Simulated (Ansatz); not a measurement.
# Co (Cobalt): the cost of one run

Program: Ansatz 0.2.0. Level of theory: DFT, PBE, PAW with Ansatz's default frozen-core files, scalar-relativistic. These are calculated values, not measurements.

### 1 Starting point

It takes space group P6_3/mmc (No. 194, hexagonal). Conventional cell: a = 2.507 Å, b = 2.507 Å, c = 4.070 Å, α = 90.00°, β = 90.00°, γ = 120.00°. Around Co (site symmetry -6m2) lie 12 Co at 2.50 to 2.51 Å.

Structure file:

```cif
data_structure
_symmetry_space_group_name_H-M 'P 1'
_symmetry_Int_Tables_number 1
_cell_length_a 2.5074
_cell_length_b 2.5074
_cell_length_c 4.0699
_cell_angle_alpha 90.000
_cell_angle_beta 90.000
_cell_angle_gamma 120.000
_cell_volume 22.16
loop_
_atom_site_label
_atom_site_type_symbol
_atom_site_fract_x
_atom_site_fract_y
_atom_site_fract_z
_atom_site_occupancy
Co1 Co 0.33333 0.66667 0.25000 1
Co2 Co 0.66667 0.33333 0.75000 1
```

Atoms are numbered in the order of the input: Co1, Co2.

### 2 Free moments from the typed start, PAW

The input, input.yaml:

```yaml
crystal:
  lattice:
    - [2.5074, 0.0, 0.0]
    - [-1.2537, 2.1714720974, 0.0]
    - [0.0, 0.0, 4.0699]
  atoms:
    - { symbol: Co, position: [0.3333333333, 0.6666666667, 0.25], spin: 2.0 }
    - { symbol: Co, position: [0.6666666667, 0.3333333333, 0.75], spin: 2.0 }
magnetization:
  spin_polarized: true
kpoints:
  mp_grid: { grid: [15, 15, 8] }
scf:
  occupations: { method: fermi_dirac, width: 0.08 }
  lower_state_search: "off"
hamiltonian:
  xc: pbe
  pseudopotentials: { kind: paw }
output:
  forces: true
  stress: true
  eigenvalues: true
  populations: true
  dos: { projected: true, de: 0.1, e_range: [-8, 5] }
  write_density: true
  write_potential: true
  elf: true
  volumetric_format: npy
```

On the command line:

```sh
$ ansatz run input.yaml --threads 1 --pin off --max-ram 3072MiB --backend cpu --events-out ev --progress --plain --runs-dir out
```

Q: Estimate wall time and peak memory on 1 thread of Intel Xeon Platinum 8259CL at 2.50GHz (Skylake/Cascade Lake), shared host.

About 22 s, with a peak of 0.39 GiB.
